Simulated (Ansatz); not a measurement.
Mg5Sn, space group P-6m2, a convergence test of the plane-wave cutoff

Computed with Ansatz 0.2.0 through its Python package.

Run as a notebook:

In [1]:
```python
from dataclasses import dataclass

import ansatz as az
import matplotlib.pyplot as plt
```

In [2]:
```python
@dataclass
class Options:
    xc: str = 'r2scan'
    kgrid: tuple[int, ...] = (9, 9, 2)
```

In [3]:
```python
settings = Options()
```

In [4]:
```python
lattice = az.Lattice.of(
    (3.24862767, 0.0, 0.0),
    (-1.62431384, 2.81339409, 0.0),
    (0.0, 0.0, 15.488561),
)
sites = [
    ('Mg', (0.0, 0.0, 0.16413)),
    ('Mg', (2 / 3, 1 / 3, 0.333908)),
    ('Mg', (0.0, 0.0, 0.5)),
    ('Mg', (2 / 3, 1 / 3, 0.666092)),
    ('Mg', (0.0, 0.0, 0.83587)),
    ('Sn', (2 / 3, 1 / 3, 0.0)),
]
cell = az.Crystal(lattice=lattice)
for symbol, position in sites:
    cell = cell.atom(symbol, position)
```

In [5]:
```python
[site.symbol for site in cell.resolved().sites]
```
Out [5]:
```text
['Mg', 'Mg', 'Mg', 'Mg', 'Mg', 'Sn']
```

In [6]:
```python
base = cell.calculation()
base = base.occupations(az.OccupationsMethod.FERMI_DIRAC)
base = base.functional(settings.xc).kpoints(*settings.kgrid)
```

In [7]:
```python
rows = []
for value in [250, 300, 350, 400]:
    summary = base.basis(value).run().report
    rows.append((value, summary['free_energy_ev'] / len(summary['lattice']['sites']), summary['n_iterations'], summary['n_pw']))

print(' cutoff (eV)   F/atom (eV)    iterations   plane waves')
for row in rows:
    print(f'{str(row[0]):>12s}  {row[1]:12.5f}  {row[2]:12d}  {row[3]:12d}')
```
```text
DeckWarning: basis.ecutwfc = 250 eV is below the records' recommended 500 eV, and the density's cutoff is lower with it unless basis.ecutrho_ratio is high enough to keep the records' density cutoff: compare with a run at a higher cutoff
DeckWarning: basis.ecutwfc = 300 eV is below the records' recommended 500 eV, and the density's cutoff is lower with it unless basis.ecutrho_ratio is high enough to keep the records' density cutoff: compare with a run at a higher cutoff
DeckWarning: basis.ecutwfc = 350 eV is below the records' recommended 500 eV, and the density's cutoff is lower with it unless basis.ecutrho_ratio is high enough to keep the records' density cutoff: compare with a run at a higher cutoff
DeckWarning: basis.ecutwfc = 400 eV is below the records' recommended 500 eV, and the density's cutoff is lower with it unless basis.ecutrho_ratio is high enough to keep the records' density cutoff: compare with a run at a higher cutoff
 cutoff (eV)   F/atom (eV)    iterations   plane waves
         250   -2611.50186             8          1269
         300   -2611.74561             7          1681
         350   -2611.77030             7          2027
         400   -2611.77279             7          2559
```

In [8]:
```python
# the last row is the reference
for row in rows[:-1]:
    shift = 1000 * (row[1] - rows[-1][1])
    print(f'{row[0]}: {shift:+.2f} meV/atom' + ('  (within 1 meV)' if abs(shift) < 1 else ''))
plt.figure(figsize=(4.5, 3))
plt.plot([str(row[0]) for row in rows], [1000 * (row[1] - rows[-1][1]) for row in rows], 'o-')
plt.xlabel('cutoff (eV)')
plt.ylabel('F - F(last) (meV/atom)')
plt.tight_layout()
plt.savefig('ecut.png', dpi=100)
```
```text
250: +270.92 meV/atom
300: +27.18 meV/atom
350: +2.49 meV/atom
```

Caveats:
- The mesh is modest for a metal, so energies can be off by several to tens of meV an atom and pressures by half a GPa or more; differences at equal mesh fare better.
- The structure comes from a database of computed cells and needn't be a stable or known phase.
- Warnings are shown shortened and without file and line.
- Shifts are counted from the last row, which is itself no proven limit.
- Finished in 36 s on 1 thread of Arm Neoverse V2, with other jobs on the host, peak memory 0.64 GiB.
